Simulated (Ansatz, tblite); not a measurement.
# The cluster Ti3F2: charged states by level of theory

Aim: the energy of removing and adding an electron for the cluster Ti3F2, by energy differences, and how well orbital energies stand in for it.

Program: Ansatz 0.2.0, Gaussian basis. Level of theory: as each input shows. These are calculated values, not measurements.

Plan: charge +1 doublet, at the geometry of the singlet (PBE0-D4/def2-TZVP, PBE-D4/def2-TZVP, r2SCAN-D4/def2-TZVP); charge -1 doublet, at the geometry of the singlet (PBE0-D4/def2-TZVPD, PBE-D4/def2-TZVPD, r2SCAN-D4/def2-TZVPD); the starting singlet's energies come from earlier runs.

2 further runs of the same task are left out: 2 set aside as unsound or not needed. Runs told in other sessions of the task aren't counted.

## 1. The geometry

The singlet was relaxed beforehand with PBE0-D4/def2-SVP. At that level it is the lowest of the isomers that a small search found.

5 atoms, charge 0, spin multiplicity 1.

Atoms are counted from 1 here; the program's logs count them from 0.

Bond lengths: Ti1–Ti2 2.880 Å, Ti1–Ti3 1.890 Å, Ti1–F4 1.806 Å, Ti2–Ti3 1.890 Å, Ti2–F5 1.808 Å. Angles: Ti2–Ti1–Ti3 40.3°, Ti2–Ti1–F4 118.8°, Ti3–Ti1–F4 159.1°, Ti1–Ti2–Ti3 40.4°, Ti1–Ti2–F5 119.9°, Ti3–Ti2–F5 160.3°, Ti1–Ti3–Ti2 99.3°.

No spin-orbit coupling is included.

## 2. Charge +1 doublet at the fixed geometry, PBE0-D4/def2-TZVP

The input, in.yaml:

```yaml
crystal:
  periodic: [false, false, false]
  atoms:
    - {symbol: Ti, position_ang: [-0.914319, -0.645050, 0.994573]}
    - {symbol: Ti, position_ang: [1.367636, 0.390912, -0.425527]}
    - {symbol: Ti, position_ang: [0.962750, -0.521553, 1.178892]}
    - {symbol: F, position_ang: [-2.555124, -0.446181, 0.266531]}
    - {symbol: F, position_ang: [1.139046, 1.221862, -2.014468]}
basis:
  gaussian: {orbitals: def2-TZVP}
total_charge: 1
magnetization: {spin_polarized: true, initial_magnetization: 1}
hamiltonian: {xc: pbe0, dispersion: d4}
scf: {omitted_lower_state_checks: [starts]}
output: {orbitals: {seedname: orbitals}}
```

Run with:

```sh
ansatz run in.yaml --threads 4 --pin off --events-out ev --progress --plain --max-ram 4787MiB
```

The log of the run:

```text
Functional definition: PBE0
  name "PBE0"
  cite "Adamo & Barone, J. Chem. Phys. 110, 6158 (1999) doi:10.1063/1.478522"
  cite "Perdew, Burke & Ernzerhof, Phys. Rev. Lett. 77, 3865 (1996) doi:10.1103/PhysRevLett.77.3865"
  parent pbe
  parameter a = 0.25
  parameter kappa = 0.804
  parameter beta = 0.06672455060314922
  exchange = (1 - a)*pbe_x(kappa = kappa, mu = beta*pi^2/3) + a*exact_x
  correlation = pbe_c(beta = beta)
these checks for a lower state are left out or cut short: starts
1710 factors; their error is unknown
mean field evaluation 1: about -74707.3900 eV, gradient 1.2e2 eV
mean field evaluation 2: about -74427.6212 eV, gradient 3.2e2 eV
mean field evaluation 4: about -74719.5079 eV, gradient 1.0e2 eV
mean field evaluation 8: about -74749.4702 eV, gradient 7.5e0 eV
mean field evaluation 16: about -74749.7149 eV, gradient 1.2e-1 eV
mean field -74750.21944237 eV, -2747.0198969885 hartree, gradient 2.1e-5 eV, S^2 1.119339; 0 other end points of the search recorded, 0 dependent functions left out
reference -74750.21948832 eV, -2747.0198986772 hartree; 42, 41 occupied and 155, 156 virtual orbitals, 1710 factors
Total energy: -74750.33808522 eV, -2747.0242570330 hartree
Checks for a lower state left out: starts
```

Run time: 31 s. Hardware: 4 threads of Arm Neoverse V1, shared host; peak memory 1.4 GiB.

From the report: HOMO -11.25 eV, LUMO -8.99 eV (over both spins); ⟨S²⟩ 1.119 (pure: 0.75). Doubts: spin contamination.

## 3. Charge +1 doublet at the fixed geometry, PBE-D4/def2-TZVP

start.molden holds the orbitals of an earlier run on this state, given as this run's starting guess.

Edit in.yaml of step 2 so:

```diff
@@ -9,6 +9,6 @@
 basis:
-  gaussian: {orbitals: def2-TZVP}
+  gaussian: {orbitals: def2-TZVP, initial_orbitals: start.molden}
 total_charge: 1
 magnetization: {spin_polarized: true, initial_magnetization: 1}
-hamiltonian: {xc: pbe0, dispersion: d4}
+hamiltonian: {xc: pbe, dispersion: d4}
 scf: {omitted_lower_state_checks: [starts]}
```

Same command.

The log of the run:

```text
Functional definition: PBE
  name "PBE"
  cite "Perdew, Burke & Ernzerhof, Phys. Rev. Lett. 77, 3865 (1996) doi:10.1103/PhysRevLett.77.3865"
  parent pbe
  parameter kappa = 0.804
  parameter beta = 0.06672455060314922
  exchange = pbe_x(kappa = kappa, mu = beta*pi^2/3)
  correlation = pbe_c(beta = beta)
these checks for a lower state are left out or cut short: starts
1551 factors; their error is unknown
mean field evaluation 1: about -74750.4158 eV, gradient 9.4e0 eV
mean field evaluation 2: about -74750.8253 eV, gradient 1.2e0 eV
mean field evaluation 4: about -74750.8504 eV, gradient 2.1e-1 eV
mean field evaluation 8: about -74750.8514 eV, gradient 1.2e-4 eV
mean field evaluation 16: about -74750.8514 eV, gradient 3.1e-5 eV
mean field -74750.85142503 eV, -2747.0431219228 hartree, gradient 5.0e-6 eV, S^2 1.135481; 0 other end points of the search recorded, 0 dependent functions left out
reference -74750.85148610 eV, -2747.0431241673 hartree; 42, 41 occupied and 155, 156 virtual orbitals, 1551 factors
Total energy: -74750.98901319 eV, -2747.0481781947 hartree
Checks for a lower state left out: starts
```

Run time: 8 s. Hardware: 4 threads of Arm Neoverse V1, shared host.

HOMO -10.21 eV, LUMO -9.88 eV (over both spins); ⟨S²⟩ 1.135 (pure: 0.75). Doubts: spin contamination.

## 4. Charge +1 doublet at the fixed geometry, r2SCAN-D4/def2-TZVP

Edit in.yaml of step 3 so:

```diff
@@ -12,3 +12,3 @@
 magnetization: {spin_polarized: true, initial_magnetization: 1}
-hamiltonian: {xc: pbe, dispersion: d4}
+hamiltonian: {xc: r2scan, dispersion: d4}
 scf: {omitted_lower_state_checks: [starts]}
```

The command is unchanged.

The log of the run:

```text
Functional definition: r2SCAN
  name "r2SCAN"
  cite "Furness, Kaplan, Ning, Perdew & Sun, J. Phys. Chem. Lett. 11, 8208 (2020) doi:10.1021/acs.jpclett.0c02405"
  cite "Furness, Kaplan, Ning, Perdew & Sun, J. Phys. Chem. Lett. 11, 9248 (2020) doi:10.1021/acs.jpclett.0c03077"
  parent r2scan
  parameter k0 = 0.174
  parameter k1 = 0.065
  parameter a1 = 4.9479
  exchange = r2scan_x(k0 = k0, k1 = k1, a1 = a1)
  correlation = r2scan_c
these checks for a lower state are left out or cut short: starts
1551 factors; their error is unknown
mean field evaluation 1: about -74768.1173 eV, gradient 5.7e0 eV
mean field evaluation 2: about -74768.3383 eV, gradient 6.1e-1 eV
mean field evaluation 4: about -74768.3443 eV, gradient 2.1e-1 eV
mean field evaluation 8: about -74768.3451 eV, gradient 3.9e-4 eV
mean field -74768.34505915 eV, -2747.6860011191 hartree, gradient 1.7e-5 eV, S^2 1.424134; 0 other end points of the search recorded, 0 dependent functions left out
reference -74768.34508871 eV, -2747.6860022056 hartree; 42, 41 occupied and 155, 156 virtual orbitals, 1551 factors
Total energy: -74768.37242491 eV, -2747.6870067923 hartree
Checks for a lower state left out: starts
```

Run time: 18 s. Hardware: 4 threads of Arm Neoverse V1, shared host.

From the report: HOMO -10.42 eV, LUMO -9.58 eV (over both spins); ⟨S²⟩ 1.424 (pure: 0.75). Doubts: spin contamination.

## 5. Vertical ionisation energy

Charged state less starting state, singlet to doublet; the starting state's energies are those of its earlier runs.

| level | vertical ionisation energy (eV) | time |
| --- | --- | --- |
| PBE-D4/def2-TZVP† | +7.38 | 12 s |
| r2SCAN-D4/def2-TZVP† | +7.22 | 27 s |
| PBE0-D4/def2-TZVP† | +7.40 | 36 s |

Times add the two runs; a level without a time comes out of a correlated run. † marks a level with a doubtful state (flagged, unstable, out of aufbau order, or strongly spin-contaminated); such levels are left out of the summary.

## 6. Charge -1 doublet at the fixed geometry, PBE0-D4/def2-TZVPD

Edit in.yaml of step 4 so:

```diff
@@ -9,6 +9,6 @@
 basis:
-  gaussian: {orbitals: def2-TZVP, initial_orbitals: start.molden}
-total_charge: 1
+  gaussian: {orbitals: def2-TZVPD}
+total_charge: -1
 magnetization: {spin_polarized: true, initial_magnetization: 1}
-hamiltonian: {xc: r2scan, dispersion: d4}
+hamiltonian: {xc: pbe0, dispersion: d4}
 scf: {omitted_lower_state_checks: [starts]}
```

Same command.

The log of the run, shortened:

```text
Functional definition: PBE0
  name "PBE0"
  cite "Adamo & Barone, J. Chem. Phys. 110, 6158 (1999) doi:10.1063/1.478522"
  cite "Perdew, Burke & Ernzerhof, Phys. Rev. Lett. 77, 3865 (1996) doi:10.1103/PhysRevLett.77.3865"
  parent pbe
[...]
1864 factors; their error is unknown
[...]
mean field -74759.20586340 eV, -2747.3501418701 hartree, gradient 5.7e-6 eV, S^2 0.841821; 0 other end points of the search recorded, 0 dependent functions left out
reference -74759.20590370 eV, -2747.3501433511 hartree; 43, 42 occupied and 181, 182 virtual orbitals, 1864 factors
Total energy: -74759.33896972 eV, -2747.3550334371 hartree
Checks for a lower state left out: starts
```

Wall time 45 s (4 threads of Arm Neoverse V1, shared host); peak memory 1.7 GiB.

Report: HOMO -0.28 eV, LUMO 2.05 eV (over both spins); ⟨S²⟩ 0.842 (pure: 0.75).

## 7. Charge -1 doublet at the fixed geometry, PBE-D4/def2-TZVPD

Edit in.yaml of step 6 so:

```diff
@@ -9,6 +9,6 @@
 basis:
-  gaussian: {orbitals: def2-TZVPD}
+  gaussian: {orbitals: def2-TZVPD, initial_orbitals: start.molden}
 total_charge: -1
 magnetization: {spin_polarized: true, initial_magnetization: 1}
-hamiltonian: {xc: pbe0, dispersion: d4}
+hamiltonian: {xc: pbe, dispersion: d4}
 scf: {omitted_lower_state_checks: [starts]}
```

Launched as before.

The log of the run:

```text
Functional definition: PBE
  name "PBE"
  cite "Perdew, Burke & Ernzerhof, Phys. Rev. Lett. 77, 3865 (1996) doi:10.1103/PhysRevLett.77.3865"
  parent pbe
  parameter kappa = 0.804
  parameter beta = 0.06672455060314922
  exchange = pbe_x(kappa = kappa, mu = beta*pi^2/3)
  correlation = pbe_c(beta = beta)
these checks for a lower state are left out or cut short: starts
1672 factors; their error is unknown
mean field evaluation 1: about -74759.4282 eV, gradient 9.4e0 eV
mean field evaluation 2: about -74759.8931 eV, gradient 9.7e-1 eV
mean field evaluation 4: about -74759.9921 eV, gradient 1.3e-1 eV
mean field evaluation 8: about -74759.9725 eV, gradient 3.3e-5 eV
mean field evaluation 16: about -74759.9725 eV, gradient 1.2e-5 eV
mean field -74759.97250624 eV, -2747.3783154750 hartree, gradient 1.2e-5 eV, S^2 0.756011; 0 other end points of the search recorded, 0 dependent functions left out
reference -74759.97255924 eV, -2747.3783174227 hartree; 43, 42 occupied and 181, 182 virtual orbitals, 1672 factors
Total energy: -74760.12660294 eV, -2747.3839784242 hartree
Checks for a lower state left out: starts
```

It took 9.5 s on 4 threads of Arm Neoverse V1, shared host.

From the report: HOMO 0.65 eV, LUMO 1.18 eV (over both spins); ⟨S²⟩ 0.756 (pure: 0.75). Doubts: highest occupied level lies above zero.

## 8. Charge -1 doublet at the fixed geometry, r2SCAN-D4/def2-TZVPD

Edit in.yaml of step 7 so:

```diff
@@ -12,3 +12,3 @@
 magnetization: {spin_polarized: true, initial_magnetization: 1}
-hamiltonian: {xc: pbe, dispersion: d4}
+hamiltonian: {xc: r2scan, dispersion: d4}
 scf: {omitted_lower_state_checks: [starts]}
```

The command is unchanged.

The log of the run, shortened:

```text
Functional definition: r2SCAN
  name "r2SCAN"
  cite "Furness, Kaplan, Ning, Perdew & Sun, J. Phys. Chem. Lett. 11, 8208 (2020) doi:10.1021/acs.jpclett.0c02405"
  cite "Furness, Kaplan, Ning, Perdew & Sun, J. Phys. Chem. Lett. 11, 9248 (2020) doi:10.1021/acs.jpclett.0c03077"
  parent r2scan
[...]
1672 factors; their error is unknown
[...]
mean field -74777.36980525 eV, -2748.0176544214 hartree, gradient 8.9e-6 eV, S^2 0.779423; 0 other end points of the search recorded, 0 dependent functions left out
reference -74777.36985601 eV, -2748.0176562867 hartree; 43, 42 occupied and 181, 182 virtual orbitals, 1672 factors
Total energy: -74777.40110284 eV, -2748.0188045866 hartree
Checks for a lower state left out: starts
```

It took 54 s on 4 threads of Arm Neoverse V1, shared host; peak memory 0.93 GiB.

From the report: HOMO 0.51 eV, LUMO 1.40 eV (over both spins); ⟨S²⟩ 0.779 (pure: 0.75). Doubts: highest occupied level lies above zero.

## 9. Vertical electron affinity

Starting state less charged state (positive: the electron is bound), singlet to doublet; the starting state's energies are those of its earlier runs.

| level | vertical electron affinity (eV) | time |
| --- | --- | --- |
| PBE-D4/def2-TZVPD | +1.69 | 14 s |
| r2SCAN-D4/def2-TZVPD | +1.74 | 64 s |
| PBE0-D4/def2-TZVPD | +1.53 | 54 s |

Times add the two runs; a level without a time comes out of a correlated run.

Beside −ε(LUMO) of the starting state:

| level | −ε(LUMO) (eV) | by difference (eV) | mismatch (eV) |
| --- | --- | --- | --- |
| PBE-D4/def2-TZVPD | 4.14 | 1.69 | +2.46 |
| r2SCAN-D4/def2-TZVPD | 4.08 | 1.74 | +2.34 |
| PBE0-D4/def2-TZVPD | 3.01 | 1.53 | +1.48 |

## 10. Summary of results

| quantity | value |
| --- | --- |
| vertical electron affinity, functionals in def2-TZVPD | 1.53 (PBE0-D4) to 1.74 eV (r2SCAN-D4) |

The vertical electron affinity spans 1.53 to 1.74 eV over the functionals. The anion's highest level lies above zero where self-interaction lifts it, so diffuse functions weigh on these values. −ε(LUMO) misses the level's own difference by +1.48 eV at best (PBE0-D4) and +2.46 eV at worst (PBE-D4). The charged states' spins were chosen beforehand and needn't be their lowest.

The anion's highest level is positive in at least one run, so there the basis alone may hold the extra electron.
